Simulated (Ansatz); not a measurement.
# C2H8BFSi: small, medium and large basis sets

Aim: see how fast density functionals converge with the basis set for C2H8BFSi.

The runs use Ansatz 0.2.0, Gaussian basis; one geometry, several basis sets.

The runs, in order: PBE0-D4/def2-SVP; ωB97M-V/def2-SVP; PBE0-D4/def2-QZVPP; ωB97M-V/def2-QZVPP; the functionals' def2-TZVPP values are taken from earlier runs.

## Step 1: Structure used throughout

All runs share one geometry, relaxed beforehand with PBE0-D4 in a triple-zeta def2 set.

SMILES `BC(C)(F)[SiH3]`, 13 atoms, charge 0, spin multiplicity 1.

Atoms are counted from 1 here; the program's logs count them from 0.

Bond lengths: B1–C2 1.511 Å, B1–H6 1.199 Å, B1–H7 1.193 Å, C2–C3 1.512 Å, C2–F4 1.396 Å, C2–Si5 1.985 Å, C3–H8 1.093 Å, C3–H9 1.093 Å, C3–H10 1.091 Å, Si5–H11 1.482 Å, Si5–H12 1.482 Å, Si5–H13 1.487 Å. Angles: C2–B1–H6 117.3°, C2–B1–H7 121.2°, H6–B1–H7 121.0°, B1–C2–C3 124.2°, B1–C2–F4 116.1°, B1–C2–Si5 90.4°, C3–C2–F4 108.9°, C3–C2–Si5 107.7°, F4–C2–Si5 105.7°, C2–C3–H8 109.0°, C2–C3–H9 112.2°, C2–C3–H10 110.6°, H8–C3–H9 107.8°, H8–C3–H10 108.3°, H9–C3–H10 108.9°, C2–Si5–H11 109.2°, C2–Si5–H12 103.6°, C2–Si5–H13 113.2° and more.

## Step 2: PBE0-D4 in def2-SVP

Input file in.yaml:

```yaml
crystal:
  periodic: [false, false, false]
  atoms:
    - {symbol: B, position_ang: [-1.062821, 0.254212, 1.128705]}
    - {symbol: C, position_ang: [-0.365410, -0.511295, 0.029038]}
    - {symbol: C, position_ang: [0.926715, -1.275515, 0.211651]}
    - {symbol: F, position_ang: [-1.191630, -1.221111, -0.844682]}
    - {symbol: Si, position_ang: [0.065001, 1.189362, -0.898788]}
    - {symbol: H, position_ang: [-0.371831, 0.838804, 1.915020]}
    - {symbol: H, position_ang: [-2.247156, 0.396509, 1.128135]}
    - {symbol: H, position_ang: [0.704082, -2.252631, 0.647698]}
    - {symbol: H, position_ang: [1.444649, -1.442187, -0.736471]}
    - {symbol: H, position_ang: [1.594383, -0.742443, 0.889516]}
    - {symbol: H, position_ang: [1.405790, 1.653081, -0.470231]}
    - {symbol: H, position_ang: [0.054202, 0.817456, -2.332907]}
    - {symbol: H, position_ang: [-0.935475, 2.261060, -0.652083]}
basis:
  gaussian: {orbitals: def2-SVP}
hamiltonian: {xc: pbe0, dispersion: d4}
output: {orbitals: {seedname: orbitals}}
```

After this run come: ωB97M-V in def2-SVP; PBE0-D4 in def2-QZVPP; ωB97M-V in def2-QZVPP.

**Question.** What will the summary of the whole plan be? Wanted: PBE0-D4: double and triple zeta above quadruple; ωB97M-V: double and triple zeta above quadruple.

As calculated:

| quantity | value |
| --- | --- |
| PBE0-D4: double and triple zeta above quadruple | 9.81, 0.58 eV |
| ωB97M-V: double and triple zeta above quadruple | 10.10, 0.54 eV |

**Reading.** For PBE0-D4 the step from double to triple zeta gains 9.23 eV and the next only 0.58 eV. Total energies overstate the basis error of differences, where much of it tends to cancel.
